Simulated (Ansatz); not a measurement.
# FeAu in Ansatz: convergence with k mesh

Crystal: FeAu.

```xyz
2
Lattice="1.4117 0.8151 4.4695 -1.4117 0.8151 4.4695 0.0000 -1.6301 4.4695" Properties=species:S:1:pos:R:3 pbc="T T T"
Au    0.0000    0.0000    0.0000
Fe    0.0000    0.0000    6.7042
```

The cell comes from a database or a generator and needn't be the stable form of this composition.

```yaml
Program: Ansatz 0.2.0
Task: convergence study
Functional: PBEsol
Potentials_or_basis: Ansatz PAW
Cutoff: "420 eV (not typed: the program's choice for these potentials)"
k_mesh: 3 × 3 × 3
Occupations: fermi-dirac, width 0.05 eV
Spin: collinear spin, ferromagnetic start
Starting_moments: "[0.0, 3.0] μB"
```

These are the settings of the first run; the series varies k mesh, with any setting tied to it.

Hardware: 2 threads of Arm Neoverse V2, with other jobs on the host.

Q: The values tried are 3 × 3 × 3, 4 × 4 × 4, 5 × 5 × 5, 6 × 6 × 6, 8 × 8 × 8, 10 × 10 × 10, 12 × 12 × 12, 15 × 15 × 15, 18 × 18 × 18, loosest first. From which on does the energy stay within 1 meV/atom of the tightest run that finished?

A: From 15 × 15 × 15 on.

| k mesh | energy less the tightest run, at zero smearing (meV/atom) | pressure (GPa) | absolute moment (μB) | SCF cycles | CPU time (s) | peak memory (GiB) |
| --- | --- | --- | --- | --- | --- | --- |
| 3 × 3 × 3 | -223.12 | -11.16 | 3.21 | 12 | 1.6 | 0.28 |
| 4 × 4 × 4 | 74.01 | -8.08 | 3.09 | 13 | 2.3 | 0.29 |
| 5 × 5 × 5 | -40.12 | -9.48 | 3.16 | 11 | 2.7 | 0.29 |
| 6 × 6 × 6 | 25.36 | -8.57 | 3.11 | 11 | 3.8 | 0.31 |
| 8 × 8 × 8 | 11.61 | -8.65 | 3.12 | 11 | 7.8 | 0.36 |
| 10 × 10 × 10 | 5.03 | -8.74 | 3.12 | 11 | 13 | 0.41 |
| 12 × 12 × 12 | 2.50 | -8.71 | 3.13 | 11 | 18 | 0.47 |
| 15 × 15 × 15 | -0.49 | -8.84 | 3.12 | 11 | 38 | 0.61 |
| 18 × 18 × 18 | 0.00 | -8.71 | 3.13 | 11 | 54 | 0.81 |

Against the tightest run, the absolute moment stays within 0.02 μB from 8 × 8 × 8 on. Not settled before the last step: the pressure (to 0.1 GPa). Meshes of other sizes hit other points, so gaps and Fermi surfaces needn't settle smoothly. The tightest run that finished is the yardstick and may itself not be fully converged.

Caveat, for the tightest run too: the PAW data sets come from PBE, with cores solved anew for the run's functional, which leaves a small shift of forces and pressure. Spin-orbit coupling is left out, which matters for the levels of Au.
